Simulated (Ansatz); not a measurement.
# CO on a Si(110) slab cut from the Fd-3m phase: a line through a two-coordinate scan, part 2 of 2

One line of a two-coordinate grid on CO on a Si(110) slab cut from the Fd-3m phase (6 atoms of substrate and one adsorbate in a 1 × 1 cell): position of O7 along the second surface vector, from above Si5 is varied, at position of O7 along the first surface vector, from above Si5 = 0.000.

Ansatz 0.2.0; DFT PBE+D3(BJ), scalar-relativistic, plane waves, PAW.

## 6. Grid point (0/6, 3/6) of the map's two axes

input.yaml

```yaml
crystal:
  lattice:
    - [3.8333442603, 0.0, 0.0]
    - [0.0, 5.4211674422, 0.0]
    - [0.0, 0.0, 22.5377548805]
  atoms:
    - { symbol: Si, position: [0.5, 0.0, 0.1774799673] }
    - { symbol: Si, position: [0.0, 0.25, 0.1774799673] }
    - { symbol: Si, position: [0.0, 0.5038841205, 0.2602884661] }
    - { symbol: Si, position: [0.5, 0.7461158795, 0.2602884661] }
    - { symbol: Si, position: [0.5, 0.0086034179, 0.3411056213] }
    - { symbol: Si, position: [0.0, 0.2413965821, 0.3411056213] }
    - { symbol: O, position: [0.5, 0.5086034179, 0.5052745911] }
    - { symbol: C, position: [0.5, 0.5086034179, 0.5563000817] }
basis:
  ecutwfc: 420
kpoints:
  mp_grid: { grid: [7, 5, 1] }
hamiltonian:
  xc: pbe
  pseudopotentials: { kind: paw, azcp: { folder: soft_1 } }
  dispersion: d3bj
scf:
  occupations: { method: gaussian, width: 0.05 }
output:
  forces: true
  eigenvalues: true
efield:
  axis: 3
  dipole_correction: true
  ramp_width: 0.04
```

Run with:

```sh
$ ansatz run input.yaml --threads 1 --pin off --max-ram 3072MiB --backend cpu --events-out ev --progress --plain --runs-dir out
```

The program printed, cut to the lines that bear on the results:

```text
Warning: RAYON_NUM_THREADS=1 ignored (pool sized by the plan → 1); use --threads N
[...]
Pseudopotentials: kind: paw
Pseudopotential: Si, paw, valence charge 4, recommended cutoff 420 eV (normal), <dir>
Pseudopotential: O, paw, valence charge 6, recommended cutoff 420 eV (normal), <dir>
Pseudopotential: C, paw, valence charge 4, recommended cutoff 420 eV (normal), <dir>
Functional definition: PBE
[...]
Crystal: 8 atoms, lattice volume = 468.362 Å³
Basis set: ecut = 420 eV, 9165 PW (Γ), exchange–correlation on 54×80×320 points (8 copies of the dense FFT grid, shifted against one another)
Bands: 25, of which v1, the nominal top of the filled ones, is band 17 counted from 1 (16 counted from 0)
Symmetry: 2 space group operations
Space group: Pm (ITA 6), of the structure as read, at distance tolerance 7.8e-5 Å
k-points: 12 of 35 (time reversal used)
[...]
SCF converged after 11 iterations
Free energy (F): -4628.925097 eV
[...]
E sigma→0 (E₀):  -4628.921866 eV
Entropy (-TS):   -0.006462 eV (-0.808 meV/atom)
Fermi energy:    -1.613242 eV
Dipole field:    D = -0.009930 V/Å  (p = -0.025703 e·Å, saw-weighted, corrected)
Work function:   Φ+ = 5.0614 eV   Φ− = 4.8375 eV
Levels:          The Fermi level and band energies are counted from a zero that moves with the ramp; work functions are not
[...]
--- Forces (eV/Å), atoms counted from 1 ---
  atom   1  Si     0.00000000     0.55249019    -0.05839499
  atom   2  Si    -0.00000000    -0.55274505    -0.05696273
  atom   3  Si    -0.00000000    -0.08088621     0.00059692
  atom   4  Si     0.00000000     0.08334558     0.00132229
  atom   5  Si     0.00000000    -0.00082004     0.07611658
  atom   6  Si     0.00000000     0.00048762     0.07212039
  atom   7  O      0.00000000    -0.00215914     1.51100466
  atom   8  C     -0.00000000     0.00027442    -1.54574364
[...]
--- Band table (eV; the first three rows and the last of 12) ---
[... band rows left out ...]
[...]
```

Wall time 29 s (1 thread of Arm Neoverse N1, shared host); peak memory 0.51 GiB.

From the log: work function 5.06 eV (top face), 4.84 eV (bottom face); dipole along +c -0.026 e·Å per cell.

## 7. The run at (0/6, 4/6) of the map's two axes

input.yaml: that of step 6 with these lines changed.

```diff
@@ -12,4 +12,4 @@
     - { symbol: Si, position: [0.0, 0.2413965821, 0.3411056213] }
-    - { symbol: O, position: [0.5, 0.5086034179, 0.5052745911] }
-    - { symbol: C, position: [0.5, 0.5086034179, 0.5563000817] }
+    - { symbol: O, position: [0.5, 0.6752700846, 0.5052745911] }
+    - { symbol: C, position: [0.5, 0.6752700846, 0.5563000817] }
 basis:
```

Run with:

```sh
$ ansatz run input.yaml --threads 1 --pin off --max-ram 3072MiB --backend cpu --events-out ev --progress --plain --runs-dir out
```

The program printed, cut to the lines that bear on the results:

```text
Warning: RAYON_NUM_THREADS=1 ignored (pool sized by the plan → 1); use --threads N
[...]
[... 5 set-up lines as earlier in the session ...]
[...]
Crystal: 8 atoms, lattice volume = 468.362 Å³
Basis set: ecut = 420 eV, 9165 PW (Γ), exchange–correlation on 54×80×320 points (8 copies of the dense FFT grid, shifted against one another)
Bands: 25, of which v1, the nominal top of the filled ones, is band 17 counted from 1 (16 counted from 0)
[... 2 set-up lines as earlier in the session ...]
k-points: 12 of 35 (time reversal used)
[...]
SCF converged after 11 iterations
Free energy (F): -4628.923267 eV
[...]
E sigma→0 (E₀):  -4628.920032 eV
Entropy (-TS):   -0.006469 eV (-0.809 meV/atom)
Fermi energy:    -1.609654 eV
Dipole field:    D = -0.009558 V/Å  (p = -0.024738 e·Å, saw-weighted, corrected)
Work function:   Φ+ = 5.0533 eV   Φ− = 4.8379 eV
Levels:          The Fermi level and band energies are counted from a zero that moves with the ramp; work functions are not
[...]
--- Forces (eV/Å), atoms counted from 1 ---
  atom   1  Si     0.00000000     0.55239267    -0.05815927
  atom   2  Si    -0.00000000    -0.55253938    -0.05754965
  atom   3  Si    -0.00000000    -0.08298432     0.00056833
  atom   4  Si     0.00000000     0.08123232     0.00231647
  atom   5  Si     0.00000000     0.00152228     0.06513336
  atom   6  Si     0.00000000     0.00254901     0.07838691
  atom   7  O      0.00000000    -0.00315803     1.51534167
  atom   8  C     -0.00000000     0.00107448    -1.54598372
[...]
--- Band table (eV; the first three rows and the last of 12) ---
[... band rows left out ...]
[...]
```

It took 29 s on 1 thread of Arm Neoverse N1, shared host; peak memory 0.51 GiB.

This gives work function 5.05 eV (top face), 4.84 eV (bottom face); dipole along +c -0.025 e·Å per cell.

## 8. The run at (0/6, 5/6) of the map's two axes

input.yaml: that of step 7 with these lines changed.

```diff
@@ -12,4 +12,4 @@
     - { symbol: Si, position: [0.0, 0.2413965821, 0.3411056213] }
-    - { symbol: O, position: [0.5, 0.6752700846, 0.5052745911] }
-    - { symbol: C, position: [0.5, 0.6752700846, 0.5563000817] }
+    - { symbol: O, position: [0.5, 0.8419367512, 0.5052745911] }
+    - { symbol: C, position: [0.5, 0.8419367512, 0.5563000817] }
 basis:
```

Run with:

```sh
$ ansatz run input.yaml --threads 1 --pin off --max-ram 3072MiB --backend cpu --events-out ev --progress --plain --runs-dir out
```

The program printed, cut to the lines that bear on the results:

```text
[...]
SCF converged after 11 iterations
Free energy (F): -4628.921392 eV
[...]
E sigma→0 (E₀):  -4628.918226 eV
Entropy (-TS):   -0.006331 eV (-0.791 meV/atom)
Fermi energy:    -1.582033 eV
Dipole field:    D = -0.006901 V/Å  (p = -0.017863 e·Å, saw-weighted, corrected)
Work function:   Φ+ = 4.9922 eV   Φ− = 4.8367 eV
Levels:          The Fermi level and band energies are counted from a zero that moves with the ramp; work functions are not
[...]
--- Forces (eV/Å), atoms counted from 1 ---
  atom   1  Si     0.00000000     0.55294233    -0.05700124
  atom   2  Si    -0.00000000    -0.55332459    -0.05635386
  atom   3  Si    -0.00000000    -0.08734878    -0.00105766
  atom   4  Si     0.00000000     0.08172213     0.00126175
  atom   5  Si    -0.00000000     0.00189005     0.04538790
  atom   6  Si     0.00000000     0.00559586     0.08313693
  atom   7  O      0.00000000    -0.00256754     1.52707647
  atom   8  C     -0.00000000     0.00121195    -1.54241306
[...]
--- Band table (eV; the first three rows and the last of 12) ---
  k-point 0: bands = ["-26.0256", "-13.0052", "-11.1935", "-11.1141", "-9.7019", "-8.6651", "-8.6613", "-8.4941", "-6.1941", "-6.0935", "-4.8860", "-4.7773", "-4.0816", "-2.8034", "-2.3014", "-1.9831", "-1.8857", "-1.3165", "-0.3961", "0.5199", "0.8152", "1.0362", "1.3334", "1.5042", "1.7183"]
[...]
```

It took 29 s on 1 thread of Arm Neoverse N1, shared host; peak memory 0.51 GiB.

This gives work function 4.99 eV (top face), 4.84 eV (bottom face); dipole along +c -0.018 e·Å per cell.

## 9. Changing settings: xc r2scan, ecutwfc left out

input.yaml: that of step 8 with these lines changed.

```diff
@@ -14,4 +14,2 @@
     - { symbol: C, position: [0.5, 0.8419367512, 0.5563000817] }
-basis:
-  ecutwfc: 420
 kpoints:
@@ -19,3 +17,3 @@
 hamiltonian:
-  xc: pbe
+  xc: r2scan
   pseudopotentials: { kind: paw, azcp: { folder: soft_1 } }
```

Run with:

```sh
$ ansatz run input.yaml --threads 1 --pin off --max-ram 3072MiB --backend cpu --events-out ev --progress --plain --runs-dir out
```

The program printed, cut to the lines that bear on the results:

```text
Warning: the engine holds no damping parameters fitted to this dispersion correction and functional, so the run takes those fitted to r2scan beside the three-body term, which d3bj leaves out (hamiltonian.dispersion, under Limitations)
Warning: RAYON_NUM_THREADS=1 ignored (pool sized by the plan → 1); use --threads N
[...]
[... 1 set-up line as earlier in the session ...]
Pseudopotential: Si, paw, valence charge 4, recommended cutoff 500 eV (meta_gga), <dir>
Pseudopotential: O, paw, valence charge 6, recommended cutoff 500 eV (meta_gga), <dir>
Pseudopotential: C, paw, valence charge 4, recommended cutoff 500 eV (meta_gga), <dir>
Functional definition: r2SCAN
[...]
Crystal: 8 atoms, lattice volume = 468.362 Å³
Basis set: ecut = 500 eV, 11789 PW (Γ), exchange–correlation on 120×160×720 points (64 copies of the dense FFT grid, shifted against one another)
Bands: 25, of which v1, the nominal top of the filled ones, is band 17 counted from 1 (16 counted from 0)
[... 1 set-up line as earlier in the session ...]
[...]
SCF converged after 11 iterations
Free energy (F): -4648.744115 eV
[...]
E sigma→0 (E₀):  -4648.740910 eV
Entropy (-TS):   -0.006410 eV (-0.801 meV/atom)
Fermi energy:    -1.664749 eV
Dipole field:    D = -0.002046 V/Å  (p = -0.005295 e·Å, saw-weighted, corrected)
Work function:   Φ+ = 5.0160 eV   Φ− = 4.9699 eV
Levels:          The Fermi level and band energies are counted from a zero that moves with the ramp; work functions are not
[...]
--- Forces (eV/Å), atoms counted from 1 ---
  atom   1  Si     0.00000000     0.68529934    -0.05365131
  atom   2  Si    -0.00000000    -0.68606190    -0.05269325
  atom   3  Si    -0.00000000    -0.07897740    -0.00033505
  atom   4  Si     0.00000000     0.07103620     0.00248356
  atom   5  Si     0.00000000     0.11206524     0.02604624
  atom   6  Si     0.00000000    -0.10122239     0.08782692
  atom   7  O      0.00000000    -0.00330659     2.57512279
  atom   8  C     -0.00000000     0.00114974    -2.58472246
[...]
--- Band table (eV; the first three rows and the last of 12) ---
[... band rows left out ...]
[...]
```

Run time: 90 s. Hardware: 1 thread of Arm Neoverse N1, shared host; peak memory 1.4 GiB.

| run | ending | energy change | gap (eV) | force (eV/Å) | cycles | time |
| --- | --- | --- | --- | --- | --- | --- |
| step 8 | converged | - | 0.00 | 1.54 | 11 | 29 s |
| variant | converged | not comparable | 0.00 | 2.58 | 11 | 90 s |

After a change of functional the difference of the totals has no physical meaning; the largest force goes from 1.54 to 2.58 eV/Å. The cutoff changed too. Cost: 90 s against 29 s.

## 10. Results

This closing draws on all 2 parts.

| position of O7 along the second surface vector, from above Si5 | step | energy (meV) | slope (meV per unit fraction) | dipole moment (e·Å) |
| --- | --- | --- | --- | --- |
| 0.000 | 3 | 4.43 | −14.6 | −0.013 |
| 0.167 | 4 | 1.26 | −16.5 | −0.016 |
| 0.333 | 5 | 0.00 | 2.4 | −0.022 |
| 0.500 | 6 | 1.17 | 10.2 | −0.026 |
| 0.667 | 7 | 3.00 | 11.3 | −0.025 |
| 0.833 | 8 | 4.88 | 7.3 | −0.018 |

Energies count from the lowest point of the line. Slopes come from the forces (and the stress, where the cell changes), not from differences of energies.

```
                                                          run                                                   outcome
step 9, run with xc r2scan, ecutwfc left out (against step 8)  converged; the largest force goes from 1.54 to 2.58 eV/Å
```

What this shows: The lowest point of the line is at 0.333. A fit to energies and slopes at the lowest point and its two neighbours puts the minimum at 0.3100, with a curvature of about 110 meV per (unit fraction)². The highest point computed, at 0.833, lies 4.88 meV above the lowest. This is one cut through a surface in two coordinates; it holds the lowest point sampled, which need not be a minimum. The host is rigid and the atom is kept to this plane, so wells and barriers of the map are not those of diffusion. The final runs have no spin polarisation, so no magnetic state was tried and one may lie lower.
